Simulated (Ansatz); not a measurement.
# FGeH3Se3: a ladder of functionals and wavefunction methods

The task here is to estimate one member of a computed series from the others.

The runs use Ansatz 0.2.0, Gaussian basis; functionals in def2-TZVPP, the program's frozen cores in correlated methods.

The runs, in order: LDA (SPW92), PBE-D4, revPBE-D4, BLYP-D4, r2SCAN-D4, B97M-V, PBE0-D4, B3LYP-D4, r2SCANh-D4, r2SCAN0-D4, HSE06-D4, BHLYP-D4, CAM-B3LYP-D4, LC-ωPBE, ωB97X-V, ωB97M-V, B2PLYP, PBE-QIDH; CCSD(T)/def2-SVP; MP2/def2-TZVPP; MP2/def2-QZVPP; RPA on PBE.

**The relaxed structure**

All runs share one geometry, relaxed beforehand with PBE0-D4 in a triple-zeta def2 set.

SMILES `[F][Ge]([SeH])([SeH])[SeH]`, 8 atoms, charge 0, spin multiplicity 1.

Atoms are counted from 1 here; the program's logs count them from 0.

Bond lengths: F1–Ge2 1.740 Å, Ge2–Se3 2.337 Å, Ge2–Se4 2.341 Å, Ge2–Se5 2.337 Å, Se3–H6 1.469 Å, Se4–H7 1.469 Å, Se5–H8 1.470 Å. Angles: F1–Ge2–Se3 110.4°, F1–Ge2–Se4 100.4°, F1–Ge2–Se5 108.2°, Se3–Ge2–Se4 114.8°, Se3–Ge2–Se5 106.0°, Se4–Ge2–Se5 116.7°, Ge2–Se3–H6 91.1°, Ge2–Se4–H7 91.0°, Ge2–Se5–H8 91.0°.

The first run:

The input, in.yaml:

```yaml
crystal:
  periodic: [false, false, false]
  atoms:
    - {symbol: F, position_ang: [1.475337, -1.462067, -0.348938]}
    - {symbol: Ge, position_ang: [0.257281, -0.305576, 0.104552]}
    - {symbol: Se, position_ang: [0.932426, 0.889734, 1.996037]}
    - {symbol: Se, position_ang: [0.121504, 0.959227, -1.861016]}
    - {symbol: Se, position_ang: [-1.664945, -1.475907, 0.733086]}
    - {symbol: H, position_ang: [1.617851, 1.882054, 1.157863]}
    - {symbol: H, position_ang: [-1.020763, 1.713554, -1.326648]}
    - {symbol: H, position_ang: [-1.626692, -2.258220, -0.510637]}
basis:
  gaussian: {orbitals: def2-TZVPP}
hamiltonian: {xc: lda}
output: {orbitals: {seedname: orbitals}}
```

Command:

```sh
$ ansatz run in.yaml --threads 4 --pin off --events-out ev --progress --plain --max-ram 11315MiB
```

Among the steps run: LDA; PBE-D4 (GGA); revPBE-D4 (GGA); BLYP-D4 (GGA); r2SCAN-D4 (meta-GGA); B97M-V (meta-GGA); B3LYP-D4 (hybrid); r2SCANh-D4 (hybrid); r2SCAN0-D4 (hybrid); HSE06-D4 (hybrid); BHLYP-D4 (hybrid); CAM-B3LYP-D4 (range-separated); LC-ωPBE (range-separated); ωB97X-V (range-separated); ωB97M-V (range-separated); B2PLYP (double hybrid); PBE-QIDH (double hybrid).

One table of the session follows, with a row left open; its other results are not shown here.

It belongs to the step «Frontier levels by functional». 

```
  functional  HOMO (eV)  LUMO (eV)  gap (eV)
 LDA (SPW92)      -6.32      -2.96      3.36
      PBE-D4      -6.17      -2.68      3.48
   revPBE-D4      -6.11      -2.58      3.53
     BLYP-D4      -5.99      -2.61      3.38
   r2SCAN-D4      -6.47      -2.54      3.93
      B97M-V      -6.52      -2.38      4.15
     PBE0-D4      -7.33      -1.87      5.46
    B3LYP-D4      -7.08      -2.13      4.95
  r2SCANh-D4      -6.89      -2.24      4.65
  r2SCAN0-D4      -7.52      -1.80      5.72
    HSE06-D4      -6.94      -2.23      4.70
    BHLYP-D4      -8.31      -0.97      7.34
CAM-B3LYP-D4      -8.58      -0.91      7.67
     LC-ωPBE          ?          ?         ?
     ωB97X-V      -9.59       0.15      9.74
     ωB97M-V      -9.44      -0.01      9.43
```

Estimate the missing values for LC-ωPBE.

The run gave: HOMO (eV): -9.94; LUMO (eV): 0.22; gap (eV): 10.16. In the column «HOMO (eV)» it is the lowest.
